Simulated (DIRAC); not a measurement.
# GaI: a first try and a second

Wanted: a single-point energy of GaI, PBE38/dyall-v2z (DKH2, uncontracted yes).

The results are computed with DIRAC 26.1 (patched).

### Step 1. The molecule

GaI: 2 atoms, total charge 0, spin state singlet. The shape was relaxed beforehand at B3LYP/sfX2C.

Bond lengths: Ga1–I2 2.627 Å.

### Step 2. Try one

Contents of mol.xyz:

```xyz
2
GaI
Ga      0.00000000      0.00000000      0.00000000
I       0.00000000      0.00000000      2.62744440
```

Contents of calc.inp:

```
**DIRAC
.TITLE
 GaI PBE38
.WAVE FUNCTION
**HAMILTONIAN
.DKH2
.SPINFREE
.DFT
PBE38
**INTEGRALS
*READIN
.UNCONTRACT
**WAVE FUNCTION
.SCF
*SCF
.CLOSED SHELL
 84
.NODIIS
**MOLECULE
*BASIS
.DEFAULT
dyall.v2z
**END OF INPUT
```

Started as:

```sh
$ pam --inp=calc.inp --mol=mol.xyz --noarch --mw=163 --aw=368
```

Log:

```text
**************************************************************************
    *******************************  GaI PBE38 *******************************
    **************************************************************************

 Jobs in this run:
   * Wave function

    **************************************************************************
    ************************** General DIRAC set-up **************************
    **************************************************************************

[... 222 lines left out ...]
 - Dipole (and multipole) origin (a.u.) :   0.000000000000000   0.000000000000000   0.000000000000000
[... 52 lines left out ...]
 * Convergence on norm of error vector (gradient).
[... 6 lines left out ...]
 * Damping of Fock matrix. Weight of old matrix    : 0.250
[... 145 lines left out ...]
   DFT exchange-correlation energy:               =      -163.0832847181069383
[... 16 lines left out ...]
* Convergence on norm of error vector (gradient).
[... 3 lines left out ...]
* ERGVAL - convergence in total energy
[... 1 line left out ...]
* EVCVAL - convergence in error vector (gradient)
[... 14 lines left out ...]
                                   TOTAL ENERGY
[... 10 lines left out ...]
   Total energy                             :    -9055.8678502968178
[... 68 lines left out ...]
* Occupation of subblocks
                       E1 :  A1   B1   B2   A2
  closed shells (f=1.0000):   21    9    9    3
 virtual shells (f=0.0000):   77   35   35   15
tot.num. of pos.erg shells:   98   44   44   18

* HOMO - LUMO gap:

    E(LUMO) :    -0.05838943 au (symmetry B1 )
  - E(HOMO) :    -0.27742475 au (symmetry A1 )
  ------------------------------------------
    gap     :     0.21903531 au

 ERROR, SCF not converged, Dirac stops!

  --- SEVERE ERROR, PROGRAM WILL BE ABORTED ---

 SCF not converged

 ====  below this line is the stderr stream  ====

  --- SEVERE ERROR, PROGRAM WILL BE ABORTED ---
 SCF not converged
STOP 1000

  --- SEVERE ERROR, PROGRAM WILL BE ABORTED ---
STOP 1000
```

It took 34 s on 1 thread of Arm Neoverse V2, shared host.

### Step 3. What went wrong

No converged result was reached.

The telling line is `SCF not converged`. To mend it: solver at its default in place of no_diis. The log doesn't prove which change is needed.

### Step 4. Try two

mol.xyz, as its differences from that of step 2:

```diff
@@ -1,3 +1,3 @@
 2
-GaI
+
 Ga      0.00000000      0.00000000      0.00000000
```

Contents of dft.inp:

```
**DIRAC
.TITLE
 GaI DKH2 PBE38
.WAVE FUNCTION
**HAMILTONIAN
.DKH2
.SPINFREE
.DFT
PBE38
**INTEGRALS
*READIN
.UNCONTRACT
**WAVE FUNCTION
.SCF
**MOLECULE
*BASIS
.DEFAULT
dyall.v2z
**END OF INPUT
```

Started as:

```sh
$ pam --inp=dft.inp --mol=mol.xyz --noarch --mw=163 --aw=368
```

Log:

```text
*************************************************************************
    ****************************  GaI DKH2 PBE38 ****************************
    *************************************************************************

 Jobs in this run:
   * Wave function

    **************************************************************************
    ************************** General DIRAC set-up **************************
    **************************************************************************

[... 119 lines left out ...]
  Nuclear repulsion energy                       :    330.906395935074 Hartree
[... 113 lines left out ...]
   Weighted mixed functional:
[... 46 lines left out ...]
 * Convergence on norm of error vector (gradient).
   Desired convergence:1.000D-07
[... 9 lines left out ...]
   Weight of old matrix    : 0.250
[... 145 lines left out ...]
   DFT exchange-correlation energy:               =      -163.0832847181069383
[... 16 lines left out ...]
* Convergence on norm of error vector (gradient).
[... 3 lines left out ...]
* ERGVAL - convergence in total energy
[... 1 line left out ...]
* EVCVAL - convergence in error vector (gradient)
[... 14 lines left out ...]
                                   TOTAL ENERGY
[... 10 lines left out ...]
   Total energy                             :    -9055.8678503218307
[... 68 lines left out ...]
* Occupation of subblocks
                       E1 :  A1   B1   B2   A2
  closed shells (f=1.0000):   21    9    9    3
 virtual shells (f=0.0000):   77   35   35   15
tot.num. of pos.erg shells:   98   44   44   18

* HOMO - LUMO gap:

    E(LUMO) :    -0.05838099 au (symmetry B1 )
  - E(HOMO) :    -0.27742129 au (symmetry A1 )
  ------------------------------------------
    gap     :     0.21904030 au

 * Closing HDF5 checkpoint file
    - Checkpoint file contains all required data, can be used for restarts
    - Checkpoint file closed

*****************************************************
********** E N D   of   D I R A C  output  **********
*****************************************************

>>>> Total WALL time used in DIRAC: 9s
```

Run time: 9.6 s. Hardware: 1 thread of Arm Neoverse V2, shared host.

### Step 5. Results

Level: PBE38/dyall-v2z (DKH2, uncontracted yes).

```
     quantity           value
 total energy  -9055.86785 Eh
  HOMO energy        -7.55 eV
  LUMO energy        -1.59 eV
HOMO–LUMO gap         5.96 eV
```
